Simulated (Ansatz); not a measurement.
# Ge23H32 off sphere (GaGe22H32): structure and electronic state

What does Ge23H32 off sphere (GaGe22H32) look like as a doublet, and where do its frontier electrons sit?

Computed with Ansatz 0.2.0, Gaussian basis. Level: UKS PBE0-D4/def2-SVP.

Plan: relaxation at r2SCAN-D4/def2-SVP; a single point at PBE0-D4/def2-SVP.

1 further run of the same task is left out (set aside as unsound or not needed). Runs told in other sessions of the task aren't counted.

**1. Where the work starts**

55 atoms, charge 0, spin multiplicity 2.

Atoms are counted from 1 here; the program's logs count them from 0.

Bond lengths: Ge1–Ge13 2.466 Å, Ge1–Ge14 2.421 Å, Ge1–H24 1.530 Å, Ge1–H25 1.530 Å, Ge2–Ge12 2.417 Å, Ge2–Ge16 2.446 Å, Ge2–H26 1.496 Å, Ge2–H27 1.539 Å, Ge3–Ge15 2.437 Å, Ge3–Ge17 2.462 Å, Ge3–H28 1.559 Å, Ge3–H29 1.498 Å, Ge4–Ge13 2.468 Å, Ge4–Ge18 2.444 Å, Ge4–Ge19 2.449 Å, Ge4–H30 1.527 Å, Ge5–Ge15 2.454 Å, Ge5–Ge18 2.459 Å and more. Angles: Ge13–Ge1–Ge14 109.7°, Ge13–Ge1–H24 109.5°, Ge13–Ge1–H25 108.9°, Ge14–Ge1–H24 109.9°, Ge14–Ge1–H25 109.8°, H24–Ge1–H25 109.1°, Ge12–Ge2–Ge16 109.3°, Ge12–Ge2–H26 111.2°, Ge12–Ge2–H27 109.7°, Ge16–Ge2–H26 110.5°, Ge16–Ge2–H27 108.5°, H26–Ge2–H27 107.5°, Ge15–Ge3–Ge17 110.0°, Ge15–Ge3–H28 109.0°, Ge15–Ge3–H29 109.9°, Ge17–Ge3–H28 109.7°, Ge17–Ge3–H29 109.8°, H28–Ge3–H29 108.5° and more.

The start is a built from a lattice or polyhedron geometry.

**2. Optimising with r2SCAN-D4/def2-SVP**

Contents of in.yaml:

```yaml
crystal:
  periodic: [false, false, false]
  atoms:
    - {symbol: Ge, position_ang: [-4.521200, 1.812600, -0.612300]}
    - {symbol: Ge, position_ang: [-1.716900, -3.844100, 2.218500]}
    - {symbol: Ge, position_ang: [1.123500, -3.849000, -0.611800]}
    - {symbol: Ge, position_ang: [-1.693000, 1.800700, -3.438000]}
    - {symbol: Ge, position_ang: [1.120600, -1.031200, -3.453500]}
    - {symbol: Ge, position_ang: [-1.688400, -1.028100, -0.621600]}
    - {symbol: Ge, position_ang: [-1.709100, 1.796400, 2.211900]}
    - {symbol: Ge, position_ang: [1.127500, -1.009300, 2.226900]}
    - {symbol: Ge, position_ang: [1.090900, 1.771900, -0.619900]}
    - {symbol: Ge, position_ang: [3.954300, -1.025500, -0.614000]}
    - {symbol: Ge, position_ang: [3.992400, 1.783600, 2.206100]}
    - {symbol: Ge, position_ang: [-3.081300, -2.433500, 0.807200]}
    - {symbol: Ge, position_ang: [-3.119600, 0.361100, -2.029200]}
    - {symbol: Ge, position_ang: [-3.110300, 3.196400, 0.787000]}
    - {symbol: Ge, position_ang: [-0.284000, -2.457400, -2.033200]}
    - {symbol: Ge, position_ang: [-0.281500, -2.442700, 3.618700]}
    - {symbol: Ge, position_ang: [2.555000, -2.429900, 0.802100]}
    - {symbol: Ge, position_ang: [-0.295200, 0.396700, -4.868300]}
    - {symbol: Ge, position_ang: [-0.269700, 3.198700, -2.018000]}
    - {symbol: Ge, position_ang: [2.545800, 0.367000, -2.036400]}
    - {symbol: Ga, position_ang: [-0.282100, 0.389900, 0.782500]}
    - {symbol: Ge, position_ang: [2.529500, 0.388800, 3.619300]}
    - {symbol: Ge, position_ang: [2.549600, 3.226200, 0.772500]}
    - {symbol: H, position_ang: [-5.400200, 2.696200, -1.499300]}
    - {symbol: H, position_ang: [-5.416100, 0.934000, 0.264100]}
    - {symbol: H, position_ang: [-2.561500, -4.740500, 3.067100]}
    - {symbol: H, position_ang: [-0.821500, -4.742000, 1.345800]}
    - {symbol: H, position_ang: [2.012100, -4.759800, -1.512700]}
    - {symbol: H, position_ang: [0.267300, -4.725100, 0.250700]}
    - {symbol: H, position_ang: [-2.575000, 2.684500, -4.316800]}
    - {symbol: H, position_ang: [2.022300, -1.902500, -4.325200]}
    - {symbol: H, position_ang: [-2.578900, 0.938500, 3.055600]}
    - {symbol: H, position_ang: [-0.821900, 2.678300, 3.068000]}
    - {symbol: H, position_ang: [4.843200, -1.916100, -1.481900]}
    - {symbol: H, position_ang: [4.836300, -0.141100, 0.278600]}
    - {symbol: H, position_ang: [4.843900, 0.909600, 1.311500]}
    - {symbol: H, position_ang: [4.864500, 2.676200, 3.079000]}
    - {symbol: H, position_ang: [-3.987300, -3.323700, -0.067500]}
    - {symbol: H, position_ang: [-3.989000, -1.565400, 1.664100]}
    - {symbol: H, position_ang: [-3.982400, -0.507300, -2.899300]}
    - {symbol: H, position_ang: [-3.966600, 4.069500, 1.637800]}
    - {symbol: H, position_ang: [-2.225100, 4.130600, -0.095300]}
    - {symbol: H, position_ang: [-1.179200, -3.312000, -2.921900]}
    - {symbol: H, position_ang: [0.587100, -3.326000, 4.511800]}
    - {symbol: H, position_ang: [-1.166600, -1.561500, 4.501200]}
    - {symbol: H, position_ang: [3.411000, -3.325600, 1.660600]}
    - {symbol: H, position_ang: [-1.160400, -0.508700, -5.754700]}
    - {symbol: H, position_ang: [0.616500, 1.262500, -5.739100]}
    - {symbol: H, position_ang: [0.602300, 4.086000, -2.912700]}
    - {symbol: H, position_ang: [-1.154100, 4.096600, -1.171600]}
    - {symbol: H, position_ang: [3.436200, 1.254500, -2.925100]}
    - {symbol: H, position_ang: [1.655000, 1.257500, 4.528200]}
    - {symbol: H, position_ang: [3.406000, -0.489400, 4.471800]}
    - {symbol: H, position_ang: [1.668500, 4.105800, 1.671300]}
    - {symbol: H, position_ang: [3.414200, 4.095800, -0.069800]}
basis:
  gaussian: {orbitals: def2-SVP, fitting: {mean_field: def2-universal-jkfit}}
magnetization: {spin_polarized: true, initial_magnetization: 1}
hamiltonian: {xc: r2scan, dispersion: d4}
scf: {lower_state_search: "off"}
output: {orbitals: {seedname: orbitals}}
relax: {f_tol: 0.03, max_steps: 70}
```

The run is started by

```console
$ ansatz run in.yaml --threads 11 --pin off --events-out ev --progress --plain --max-ram 110592MiB --backend cuda --devices 0, --max-vram 75GiB
```

The runs that follow: Single point, PBE0-D4/def2-SVP.

Q: Predict the results of all the runs planned. Wanted: point group; commonest bond, hydrogen aside; HOMO, LUMO at PBE0-D4/def2-SVP; ⟨S²⟩; dipole at r2SCAN-D4/def2-SVP.

**Answer**, as computed:

| quantity | value |
| --- | --- |
| point group | C1 |
| commonest bond, hydrogen aside | Ge–Ge, 26 of mean length 2.436 Å |
| HOMO, LUMO at PBE0-D4/def2-SVP (over both spins) | -6.25, -4.54 eV |
| ⟨S²⟩ | 0.755 |
| dipole at r2SCAN-D4/def2-SVP | 1.13 D |

**Reading.** The molecule keeps its bonding pattern by the stored test; the atoms moved 0.33 Å (rms), and the angle Ge6–Ga21–Ge8 went from 110° to 92°. No usable vibrations, so a minimum isn't proven. Whether this spin is the lowest isn't tested here. The point group is read from a loosely relaxed geometry; soft torsions can leave it below the true symmetry.
